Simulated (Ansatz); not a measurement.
# CuSe (PtS type): one cell, many starting occupations, part 3 of 3

Task: map the metastable states of CuSe (PtS type) by varying the start. Cell and atoms stay fixed. This structure was made by substitution into a known type, so it needn't be the compound's stable form.

Ansatz 0.2.0; DFT r²SCAN+U (U_eff = 2 eV on Cu d), plane waves, PAW.

### Step 6. Random orbitals: drawn by pairs, first filling

File input.yaml:

```yaml
crystal:
  lattice:
    - [4.35387706, 0.0, 0.0]
    - [0.0, 4.35387706, 0.0]
    - [0.0, 0.0, 5.42058714]
  atoms:
    - { symbol: Cu, position: [0.0, 0.5, 0.0], spin: 1.0 }
    - { symbol: Cu, position: [0.5, 0.0, 0.5], spin: 1.0 }
    - { symbol: Se, position: [0.0, 0.0, 0.25] }
    - { symbol: Se, position: [0.0, 0.0, 0.75] }
basis:
  ecutwfc: 500
  ecutrho_ratio: 4
kpoints:
  mp_grid: { grid: [5, 5, 4] }
hamiltonian:
  xc: r2scan
  hubbard:
    sites:
      - { site: 0, l: d, u_eff: 2.0, starting_ns: [{ spin: up, occupation_matrix: s0up }, { spin: down, occupation_matrix: s0down }] }
      - { site: 1, l: d, u_eff: 2.0, starting_ns: [{ spin: up, occupation_matrix: s1up }, { spin: down, occupation_matrix: s1down }] }
    occupation_matrices:
      s0up:
        matrix:
          - [0.97, 0.0, 0.0, 0.0, 0.0]
          - [0.0, 0.97, 0.0, 0.0, 0.0]
          - [0.0, 0.0, 0.97, 0.0, 0.0]
          - [0.0, 0.0, 0.0, 0.97, 0.0]
          - [0.0, 0.0, 0.0, 0.0, 0.97]
      s0down:
        matrix:
          - [0.97, 0.0, 0.0, 0.0, 0.0]
          - [0.0, 0.25587, 0.0, 0.0, 0.41042]
          - [0.0, 0.0, 0.97, 0.0, 0.0]
          - [0.0, 0.0, 0.0, 0.97, 0.0]
          - [0.0, 0.41042, 0.0, 0.0, 0.73413]
      s1up:
        matrix:
          - [0.97, 0.0, 0.0, 0.0, 0.0]
          - [0.0, 0.97, 0.0, 0.0, 0.0]
          - [0.0, 0.0, 0.97, 0.0, 0.0]
          - [0.0, 0.0, 0.0, 0.97, 0.0]
          - [0.0, 0.0, 0.0, 0.0, 0.97]
      s1down:
        matrix:
          - [0.97, 0.0, 0.0, 0.0, 0.0]
          - [0.0, 0.02, 0.0, 0.0, 0.0]
          - [0.0, 0.0, 0.97, 0.0, 0.0]
          - [0.0, 0.0, 0.0, 0.97, 0.0]
          - [0.0, 0.0, 0.0, 0.0, 0.97]
    ns_hold: until_converged
scf:
  occupations: { method: gaussian, width: 0.05 }
  lower_state_search: "off"
  max_iter: 150
output:
  forces: true
  stress: true
  eigenvalues: true
  populations: true
  hubbard: { sites: [{ site: 0, l: d }, { site: 1, l: d }] }
magnetization:
  spin_polarized: true
```

The typed matrices put 0.97 on the chosen orbitals and 0.02 on the others, and are held until the SCF converges, then released.

Run with:

```
ansatz run input.yaml --threads 4 --pin off --max-ram 6144MiB --backend cpu --events-out ev --progress --plain --runs-dir out
```

The log of the run, shortened:

```text
Warning: crystal.symmetry: narrowed to the stabiliser of the occupation matrices — unitary ops 16 → 4; lowered by the specified shells (site 0, l: d), (site 1, l: d); largest admitted image defect 4.4e-16, smallest excluded 8.2e-1 — at a splitting's scale: the group the occupation [...]
Warning: RAYON_NUM_THREADS=4 ignored (pool sized by the plan → 4); use --threads N
Cu: projections on atomic orbitals take those of the free atom [Ne] 3s2 3p6 3d10 4s1, of charge +0.00 (hamiltonian.pseudopotentials.projection_atoms); the dataset's partial waves leave at most 2.0e-6 of an orbital's norm unspanned inside its sphere
Se: projections on atomic orbitals take those of the free atom [Ar] 3d10 4s2 4p4, of charge +0.00 (hamiltonian.pseudopotentials.projection_atoms); the dataset's partial waves leave at most 2.3e-6 of an orbital's norm unspanned inside its sphere
[...]
WARN: the starting moments were not kept: the SCF closed with an absolute magnetisation of 2.2e-5 μB, where they sum to 2 μB in size (2 sites). That is at most 0.1 of that sum. Measured as dr2_m measures the in/out step, that magnetisation stands 1.8e-10 eV from none, at or under the [...]
WARN: hamiltonian.hubbard: on 2 of 4 specified blocks the occupation matrix of this SCF's result fails the test of the specified filling. At site 0 ↓ (sites count from 0 in the list of atoms of the cell that this SCF solves) the least filled combination of the orbitals specified full has [...]
  specified occupation → Cu0 d_3D up: matrix, ‖Δ‖_F = 0.0514, Tr Δ = -0.0673, displaced = 0.0556, d_λ = 0.0514; orbital distance = 0.0000
  specified occupation → Cu0 d_3D dn: matrix, ‖Δ‖_F = 0.9780, Tr Δ = -1.0173, displaced = 0.5306, d_λ = 0.9293; orbital distance = 1.4142
  Cu1 d_3D: site group D2h (mmm)
  Cu1 d_3D up     Tr n = 4.9173  λ = 0.948 0.981 0.995 0.996 0.998  [xz 1.00 B3g(1.00) | x2-y2 0.93 Ag(1.00) | 2× xy 0.50 Ag(0.50) | yz 1.00 B2g(1.00)]
  Cu1 d_3D dn     Tr n = 4.9173  λ = 0.948 0.981 0.995 0.996 0.998  [xz 1.00 B3g(1.00) | x2-y2 0.93 Ag(1.00) | 2× xy 0.50 Ag(0.50) | yz 1.00 B2g(1.00)]
  specified occupation → Cu1 d_3D up: matrix, ‖Δ‖_F = 0.0514, Tr Δ = -0.0673, displaced = 0.0556, d_λ = 0.0514; orbital distance = 0.0000
  specified occupation → Cu1 d_3D dn: matrix, ‖Δ‖_F = 0.9293, Tr Δ = -1.0173, displaced = 0.5086, d_λ = 0.9293; orbital distance = 0.0000
  Tr n, λ and their labels are of the run-group-symmetrised matrices; stabiliser: 32 of 32 elements of G0×{1,Θ} (closed), max defect 3.8e-6 at τ = 1.3e-4
```

It took 83 s on 4 threads of Arm Neoverse N1, shared host; peak memory 0.87 GiB.

Result: no gap, pressure -4.3 GPa, no moment over 0.05 μB in any sphere, largest force component 0.00 eV/Å, 4 symmetry operations imposed. The program reports that the typed filling wasn't kept.

How the shells are filled (orbitals counted by the eigenvalues of the occupation matrices):

```
         shell  channel  electrons  over 0.8  0.2 to 0.8  under 0.2
Cu 3d (atom 1)       up       4.92         5           0          0
Cu 3d (atom 1)     down       4.92         5           0          0
```

### Step 7. From atoms, default search

File input.yaml:

```yaml
crystal:
  lattice:
    - [4.35387706, 0.0, 0.0]
    - [0.0, 4.35387706, 0.0]
    - [0.0, 0.0, 5.42058714]
  atoms:
    - { symbol: Cu, position: [0.0, 0.5, 0.0], spin: 1.0 }
    - { symbol: Cu, position: [0.5, 0.0, 0.5], spin: 1.0 }
    - { symbol: Se, position: [0.0, 0.0, 0.25] }
    - { symbol: Se, position: [0.0, 0.0, 0.75] }
basis:
  ecutwfc: 500
  ecutrho_ratio: 4
kpoints:
  mp_grid: { grid: [5, 5, 4] }
hamiltonian:
  xc: r2scan
  hubbard:
    sites: [{ site: 0, l: d, u_eff: 2.0 }, { site: 1, l: d, u_eff: 2.0 }]
scf:
  occupations: { method: gaussian, width: 0.05 }
output:
  forces: true
  stress: true
  eigenvalues: true
  populations: true
  hubbard: { sites: [{ site: 0, l: d }, { site: 1, l: d }] }
  write_density: true
  write_potential: true
  elf: true
  volumetric_format: npy
magnetization:
  spin_polarized: true
```

Run with:

```
ansatz run input.yaml --threads 4 --pin off --max-ram 6144MiB --backend cpu --events-out ev --progress --plain --runs-dir out
```

The log of the run, shortened:

```text
Warning: RAYON_NUM_THREADS=4 ignored (pool sized by the plan → 4); use --threads N
Cu: projections on atomic orbitals take those of the free atom [Ne] 3s2 3p6 3d10 4s1, of charge +0.00 (hamiltonian.pseudopotentials.projection_atoms); the dataset's partial waves leave at most 2.0e-6 of an orbital's norm unspanned inside its sphere
Se: projections on atomic orbitals take those of the free atom [Ar] 3d10 4s2 4p4, of charge +0.00 (hamiltonian.pseudopotentials.projection_atoms); the dataset's partial waves leave at most 2.3e-6 of an orbital's norm unspanned inside its sphere
[...]
[... 1 set-up line as earlier in the session ...]
[...]
WARN: the starting moments were not kept: the SCF closed with an absolute magnetisation of 1.7e-5 μB, where they sum to 2 μB in size (2 sites). That is at most 0.1 of that sum. Measured as dr2_m measures the in/out step, that magnetisation stands 1.7e-10 eV from none, at or under the [...]
  Cu0 d_3D dn     Tr n = 4.9173  λ = 0.948 0.981 0.995 0.996 0.998  [yz 1.00 B3g(1.00) | x2-y2 0.93 Ag(1.00) | 2× xy 0.50 Ag(0.50) | xz 1.00 B2g(1.00)]
  Cu1 d_3D: site group D2h (mmm)
  Cu1 d_3D up     Tr n = 4.9173  λ = 0.948 0.981 0.995 0.996 0.998  [xz 1.00 B3g(1.00) | x2-y2 0.93 Ag(1.00) | 2× xy 0.50 Ag(0.50) | yz 1.00 B2g(1.00)]
  Cu1 d_3D dn     Tr n = 4.9173  λ = 0.948 0.981 0.995 0.996 0.998  [xz 1.00 B3g(1.00) | x2-y2 0.93 Ag(1.00) | 2× xy 0.50 Ag(0.50) | yz 1.00 B2g(1.00)]
  Tr n, λ and their labels are of the run-group-symmetrised matrices; stabiliser: 32 of 32 elements of G0×{1,Θ} (closed), max defect 3.7e-6 at τ = 2.4e-4
```

Run time: 26 s. Hardware: 4 threads of Arm Neoverse N1, shared host; peak memory 0.77 GiB.

It ends with no gap, pressure -4.3 GPa, no moment over 0.05 μB in any sphere, largest force component 0.00 eV/Å, 16 symmetry operations imposed.

The shells' filling, with natural orbitals sorted by occupation:

```
         shell  channel  electrons  over 0.8  0.2 to 0.8  under 0.2
Cu 3d (atom 1)       up       4.92         5           0          0
Cu 3d (atom 1)     down       4.92         5           0          0
```

Density in a lattice plane of the grid's cell (edges 4.35 and 5.42 Å, at 0.000 of the third edge), which holds Cu and Se.

Values in e/Å³, 12 rows by 10 columns:
```
 0.73  0.51  0.23  0.08  0.03  0.02  0.03  0.08  0.23  0.51
 9.32  2.87  0.55  0.17  0.06  0.04  0.06  0.17  0.55  2.87
45.38  9.98  0.88  0.27  0.12  0.11  0.12  0.27  0.88  9.98
 9.32  2.91  0.65  0.31  0.37  0.64  0.37  0.31  0.65  2.91
 0.73  0.56  0.36  0.46  3.78 13.44  3.78  0.46  0.36  0.56
 0.36  0.30  0.26  0.76 14.23 70.69 14.23  0.76  0.26  0.30
 0.73  0.56  0.36  0.46  3.78 13.44  3.78  0.46  0.36  0.56
 9.32  2.91  0.65  0.31  0.37  0.64  0.37  0.31  0.65  2.91
45.38  9.98  0.88  0.27  0.12  0.11  0.12  0.27  0.88  9.98
 9.32  2.87  0.55  0.17  0.06  0.04  0.06  0.17  0.55  2.87
 0.73  0.51  0.23  0.08  0.03  0.02  0.03  0.08  0.23  0.51
 0.36  0.26  0.13  0.05  0.02  0.01  0.02  0.05  0.13  0.26
```
Columns run along the first of these edges and rows up along the second, over one cell in 10 and 12 even steps from the bottom left corner. Atoms in the plane (fractional): Cu at (0.50, 0.50), Se at (0.00, 0.25), Se at (0.00, 0.75).

ELF in the same plane.

Values, 12 rows by 10 columns:
```
0.63 0.60 0.49 0.27 0.07 0.02 0.07 0.27 0.49 0.60
0.43 0.67 0.75 0.59 0.19 0.07 0.19 0.59 0.75 0.67
0.11 0.52 0.82 0.64 0.21 0.13 0.21 0.64 0.82 0.52
0.43 0.69 0.78 0.38 0.14 0.16 0.14 0.38 0.78 0.69
0.63 0.64 0.50 0.15 0.24 0.46 0.24 0.15 0.50 0.64
0.37 0.35 0.24 0.14 0.49 0.93 0.49 0.14 0.24 0.35
0.63 0.64 0.50 0.15 0.24 0.46 0.24 0.15 0.50 0.64
0.43 0.69 0.78 0.38 0.14 0.16 0.14 0.38 0.78 0.69
0.11 0.52 0.82 0.64 0.21 0.13 0.21 0.64 0.82 0.52
0.43 0.67 0.75 0.59 0.19 0.07 0.19 0.59 0.75 0.67
0.63 0.60 0.49 0.27 0.07 0.02 0.07 0.27 0.49 0.60
0.37 0.30 0.17 0.07 0.02 0.01 0.02 0.07 0.17 0.30
```
Columns run along the first of these edges and rows up along the second, over one cell in 10 and 12 even steps from the bottom left corner. Atoms in the plane (fractional): Cu at (0.50, 0.50), Se at (0.00, 0.25), Se at (0.00, 0.75).

Both are smooth fields of the valence electrons: close to the nuclei they are not physical.

The highest ELF values outside the cores: 0.83 in the shell around Se, 0.8 Å from Se.

### Step 8. The states in order of energy

The summary covers parts 1 to 3.

Energies count from the lowest free state and have the smearing extrapolated to zero.

| start | energy (meV/atom) | gap (eV) | pressure (GPa) | largest moment (μB) | SCF cycles | time |
| --- | --- | --- | --- | --- | --- | --- |
| random orbitals: drawn by pairs, first filling | 0.0 | metal | -4.3 | 0.00 | 37 | 83 s |
| from atoms, symmetry kept, no search | 0.0 | metal | -4.3 | 0.00 | 19 | 25 s |
| from atoms, default search | 0.0 | metal | -4.3 | 0.00 | 19 | 26 s |
| natural orbitals of the symmetric run, filled by rank | 0.0 | metal | -4.3 | 0.00 | 29 | 36 s |
| random orbitals: single harmonics, first filling | 0.0 | metal | -4.3 | 0.00 | 33 | 44 s |
| random orbitals: fully mixed, first filling | 0.0 | metal | -4.3 | 0.00 | 36 | 2.3 min |

The 6 free runs end within about 1 meV/atom of each other. The run with the program's default settings reaches the lowest one found. The lowest state found need not be the ground state, and the geometry wasn't relaxed for any of them.
